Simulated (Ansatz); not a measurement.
Be₄InCu, space group F-43m: an equation of state with a fit, run with the Ansatz DFT code, driven from Python.

`eos.py`:
```python
# -*- coding: utf-8 -*-
"""Energy against volume for Be4InCu, with a fit."""

import warnings

import ansatz
import numpy as np
from scipy.optimize import curve_fit

vectors0 = np.array([
    [0.0, 3.19204, 3.19204],
    [3.19204, 0.0, 3.19204],
    [3.19204, 3.19204, 0.0],
])
sites = [
    ("Be", [0.3763, 0.3763, 0.3763]),
    ("Be", [0.8711, 0.3763, 0.3763]),
    ("Be", [0.3763, 0.3763, 0.8711]),
    ("Be", [0.3763, 0.8711, 0.3763]),
    ("In", [0.0, 0.0, 0.0]),
    ("Cu", [0.75, 0.75, 0.75]),
]


def build(cell):
    crystal = ansatz.Crystal(lattice=ansatz.Lattice.of(cell))
    for symbol, position in sites:
        crystal = crystal.atom(symbol, position)
    return crystal

def vinet(v, e0, v0, b0, b1):
    eta = (v / v0) ** (1 / 3)
    return e0 + 2 * b0 * v0 / (b1 - 1) ** 2 * (2 - (5 + 3 * b1 * (eta - 1) - 3 * eta) * np.exp(-1.5 * (b1 - 1) * (eta - 1)))

warnings.simplefilter("ignore", ansatz.DeckWarning)

# scale the volume, keep shape and fractions
volumes, energies, pressures = [], [], []
for scale in np.linspace(0.9, 1.1, 9):
    cell = vectors0 * scale ** (1 / 3)
    setup = (
        build(cell).calculation()
        .functional("pbe")  # exchange and correlation
        .occupations("Marzari-Vanderbilt", width=0.15)
        .basis(34 * ansatz.Ry)
        .kpoints(6, 6, 6)  # finer meshes matter most for metals
        .stress()  # GPa
    )
    report = setup.run(threads=1).report
    volumes.append(abs(np.linalg.det(cell)) / len(sites))
    energies.append(report["free_energy_ev"] / len(sites))
    pressures.append(np.trace(report["stress_gpa"]) / 3)
    print(f"V = {volumes[-1]:8.4f} A^3/atom  F = {energies[-1]:.5f} eV/atom  P = {pressures[-1]:8.3f} GPa")

guess = (min(energies), volumes[int(np.argmin(energies))], 0.5, 4.5)
(e0, v0, b0, b1), _ = curve_fit(vinet, np.array(volumes), np.array(energies), p0=guess, maxfev=20000)
print(f"Vinet fit: V0 = {v0:.4f} A^3/atom, B0 = {160.21766 * b0:.1f} GPa, B1 = {b1:.2f}")
print("largest residual", round(1000 * float(np.abs(vinet(np.array(volumes), e0, v0, b0, b1) - energies).max()), 3), "meV/atom")
```

Estimate the equilibrium volume and the bulk modulus.

A third-order Birch-Murnaghan fit through the 9 points (the script's own form differs a little) has its minimum at 10.90 Å³ an atom, 0.6 % above the typed cell, with a bulk modulus of 113 GPa and dB/dP = 4.2. From that minimum the energy rises by 51.4 meV an atom on the compressed side and 29.1 meV on the expanded side.

The output:

`python eos.py` gives:
```text
V =   9.7572 A^3/atom  F = -2098.79212 eV/atom  P =   15.830 GPa
V =  10.0283 A^3/atom  F = -2098.81497 eV/atom  P =   11.277 GPa
V =  10.2993 A^3/atom  F = -2098.83058 eV/atom  P =    7.267 GPa
V =  10.5703 A^3/atom  F = -2098.83982 eV/atom  P =    3.734 GPa
V =  10.8414 A^3/atom  F = -2098.84345 eV/atom  P =    0.626 GPa
V =  11.1124 A^3/atom  F = -2098.84215 eV/atom  P =   -2.096 GPa
V =  11.3834 A^3/atom  F = -2098.83653 eV/atom  P =   -4.478 GPa
V =  11.6545 A^3/atom  F = -2098.82715 eV/atom  P =   -6.565 GPa
V =  11.9255 A^3/atom  F = -2098.81446 eV/atom  P =   -8.396 GPa
Vinet fit: V0 = 10.9008 A^3/atom, B0 = 113.4 GPa, B1 = 4.25
largest residual 0.014 meV/atom
```

Notes:
- Total energies depend on the potentials; only differences at equal settings carry meaning.
- Shape and fractional positions are held along the curve, so the bulk modulus is an upper value where they are free to relax.
- For a metal this k-point mesh is coarse: on a finer one energies can move by several to tens of meV an atom and pressures by half a GPa or more, differences at one mesh by less.
- Pressure is positive in compression.
- The structure comes from a database of computed cells and needn't be a stable or known phase.
- Run time: 32 s on 1 thread of Arm Neoverse V2, with other jobs on the host, peak memory 0.45 GiB.

(A comment or docstring line of the script was reworded after the run, the code is as it ran; lines on the test bed's own set-up are left out of the output.)
